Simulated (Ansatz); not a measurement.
# GeH₂F radical: one structure at several levels

The task here is to estimate one member of a computed series from the others.

Computed with Ansatz 0.2.0, Gaussian basis. Level: single points in def2-TZVPP.

Cores are frozen in the correlated methods. Filled d shells of the heavier atoms are correlated. Orbitals are unrestricted.

## The system as given

SMILES `[F][GeH2]`, 4 atoms, charge 0, spin multiplicity 2.

Atoms are counted from 1 here; the program's logs count them from 0.

Bond lengths: F1–Ge2 1.709 Å, Ge2–H3 1.537 Å, Ge2–H4 1.627 Å. Angles: F1–Ge2–H3 94.7°, F1–Ge2–H4 100.0°, H3–Ge2–H4 107.0°.

As a file:

| atom | x (Å) | y (Å) | z (Å) |
| --- | --- | --- | --- |
| F1 | 0.0294 | -0.5268 | 1.3401 |
| Ge2 | 0.4204 | -0.3180 | -0.3107 |
| H3 | -1.0216 | -0.5110 | -0.8074 |
| H4 | 0.7194 | 1.2815 | -0.3315 |

The first run:

The input, run/in.yaml:

```yaml
crystal:
  periodic: [false, false, false]
  atoms:
    - {symbol: F, position_ang: [0.029400, -0.526800, 1.340100]}
    - {symbol: Ge, position_ang: [0.420400, -0.318000, -0.310700]}
    - {symbol: H, position_ang: [-1.021600, -0.511000, -0.807400]}
    - {symbol: H, position_ang: [0.719400, 1.281500, -0.331500]}
basis:
  gaussian: {orbitals: def2-TZVPP}
magnetization: {spin_polarized: true, initial_magnetization: 1}
correlation: {method: ccsd_t}
scf: {omitted_lower_state_checks: [cluster_reference]}
output: {forces: true}
```

Run with:

```bash
ansatz run in.yaml --threads 4 --pin off --events-out ev --progress --plain --max-ram 5222MiB
```

Among the steps run: CCSD(T)/def2-TZVPP; PBE0-D4/def2-TZVPP; wB97M-V/def2-TZVPP; r2SCAN-D4/def2-TZVPP; PBE-D4/def2-TZVPP; BLYP-D4/def2-TZVPP; HSE06-D4/def2-TZVPP.

One table of the session follows, with a row left open; its other results are not shown here.

| method | RMS force component (eV/Å) | angle to CCSD(T) forces (°) | dipole (D) |
| --- | --- | --- | --- |
| CCSD(T) | 0.783 | reference | 2.05 |
| PBE0-D4 | 0.740 | 7.1 | 2.01 |
| wB97M-V | 0.787 | 7.8 | 2.07 |
| r2SCAN-D4 | ? | ? | ? |
| PBE-D4 | 0.858 | 26.6 | 1.80 |
| BLYP-D4 | 0.947 | 32.5 | 1.85 |
| HSE06-D4 | 0.739 | 7.3 | 2.00 |

Estimate the missing values for r2SCAN-D4.

**Answer.** RMS force component (eV/Å): 0.741; angle to CCSD(T) forces (°): 7.2; dipole (D): 1.91. In the column «RMS force component (eV/Å)» it lies between PBE0-D4 (0.740) and CCSD(T) (0.783).

To keep in mind: CCSD(T) in triple zeta still lacks some correlation energy of the bonds, so part of these gaps is its own basis error and they don't rank the functionals.
